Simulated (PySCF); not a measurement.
**From one method to the next for NaAs (triplet)**

Aim: see what other levels and later steps give for NaAs (triplet).

Program: PySCF 2.14.0. Level of theory: method and basis as typed in the scripts. These are calculated values, not measurements.

### Step 1. The starting structure

NaAs (triplet): 2 atoms, charge 0, spin multiplicity 3.

Bond lengths: Na1–As2 2.888 Å.

### Step 2. Base script

input.py

```python
from pyscf import gto, scf

mol = gto.M(
    atom='Na 0 0 0; As 0 0 2.888',
    basis='def2-svpd',
    charge=0,
    spin=2,
    verbose=4,
)
mf = scf.UHF(mol)
mf.kernel()
mf.dip_moment()
print('orbital energies (hartree):', [e[max(0, n-3):n+3].round(4) for e, n in zip(mf.mo_energy, mol.nelec)])
```

The run is started by

```console
> OMP_NUM_THREADS=1 python input.py
```

### Step 3. Hf,lyp (UKS)

Edit 1 changes functional: none (Hartree–Fock) → hf,lyp; SCF type: UHF → UKS; step after the SCF: none → analyze.

input.py

```python
from pyscf import gto, dft

mol = gto.M(
    atom='Na 0 0 0; As 0 0 2.888',
    basis='def2-svpd',
    charge=0,
    spin=2,
    verbose=4,
)
mf = dft.UKS(mol, xc='hf,lyp')
mf.kernel()
mf.analyze()
print('orbital energies (hartree):', [e[max(0, n-3):n+3].round(4) for e, n in zip(mf.mo_energy, mol.nelec)])
```

### Step 4. RHF

Edit 2 changes SCF type: UHF → RHF.

input.py

```python
from pyscf import gto, scf

mol = gto.M(
    atom='Na 0 0 0; As 0 0 2.888',
    basis='def2-svpd',
    charge=0,
    spin=2,
    verbose=4,
)
mf = scf.RHF(mol)
mf.kernel()
mf.dip_moment()
print('orbital energies (hartree):', mf.mo_energy[..., max(0, mol.nelec[1]-3):mol.nelec[0]+3].round(4))
```

### Step 5. Polarisability

Edit 3 changes step after the SCF: none → polarizability.

input.py, as its differences from that of step 2:

```diff
@@ -1,2 +1,3 @@
 from pyscf import gto, scf
+from pyscf.prop.polarizability import uhf as pol
 
@@ -11,2 +12,4 @@
 mf.kernel()
+print('polarizability (a.u.)')
+print(pol.Polarizability(mf).polarizability().round(4))
 mf.dip_moment()
```

### Step 6. MP2

Edit 4 changes step after the SCF: none → mp2; frozen orbitals: none → 10.

input.py, as its differences from that of step 2:

```diff
@@ -1,2 +1,2 @@
-from pyscf import gto, scf
+from pyscf import gto, scf, mp
 
@@ -11,2 +11,3 @@
 mf.kernel()
+mp.MP2(mf, frozen=10).kernel()
 mf.dip_moment()
```

### Step 7. Hcth407 (UKS)

Edit 5 changes functional: none (Hartree–Fock) → hcth407; SCF type: UHF → UKS; step after the SCF: none → analyze.

input.py

```python
from pyscf import gto, dft

mol = gto.M(
    atom='Na 0 0 0; As 0 0 2.888',
    basis='def2-svpd',
    charge=0,
    spin=2,
    verbose=4,
)
mf = dft.UKS(mol, xc='hcth407')
mf.kernel()
mf.analyze()
print('orbital energies (hartree):', [e[max(0, n-3):n+3].round(4) for e, n in zip(mf.mo_energy, mol.nelec)])
```

### Step 8. Mn15l (UKS)

Edit 6 changes functional: none (Hartree–Fock) → mn15l; SCF type: UHF → UKS; step after the SCF: none → analyze.

input.py

```python
from pyscf import gto, dft

mol = gto.M(
    atom='Na 0 0 0; As 0 0 2.888',
    basis='def2-svpd',
    charge=0,
    spin=2,
    verbose=4,
)
mf = dft.UKS(mol, xc='mn15l')
mf.kernel()
mf.analyze()
print('orbital energies (hartree):', [e[max(0, n-3):n+3].round(4) for e, n in zip(mf.mo_energy, mol.nelec)])
```

Before running it: what results should come out? Wanted: for each run, E(SCF); from base; gap, α spin; SCF dipole; after the SCF.

The runs gave:

```
           run  E(SCF) (hartree)  from base (eV)  cycles  gap, α spin (eV)  SCF dipole (D)                           after the SCF
          base      -2395.720009               0      14              7.52            7.17                                     n/a
  hf,lyp (UKS)      -2397.716812  not comparable      11              6.82            8.59                                     n/a
           RHF      -2395.714286         +0.1557       9               n/a            8.66                                     n/a
polarisability      -2395.720009          0.0000      14              7.52            7.17                                     n/a
           MP2      -2395.720009          0.0000      14              7.52            7.17  MP2 correlation -5.510 eV, core frozen
 hcth407 (UKS)      -2399.012580  not comparable      12              1.75            5.95                                     n/a
   mn15l (UKS)      -2397.744944  not comparable      11              2.60            6.30                                     n/a
```

What this shows: Total energies of different functionals can't be compared with each other; differences within one functional can. The dearest run is “mn15l (UKS)”, at 7.1 s against 1.2 s.
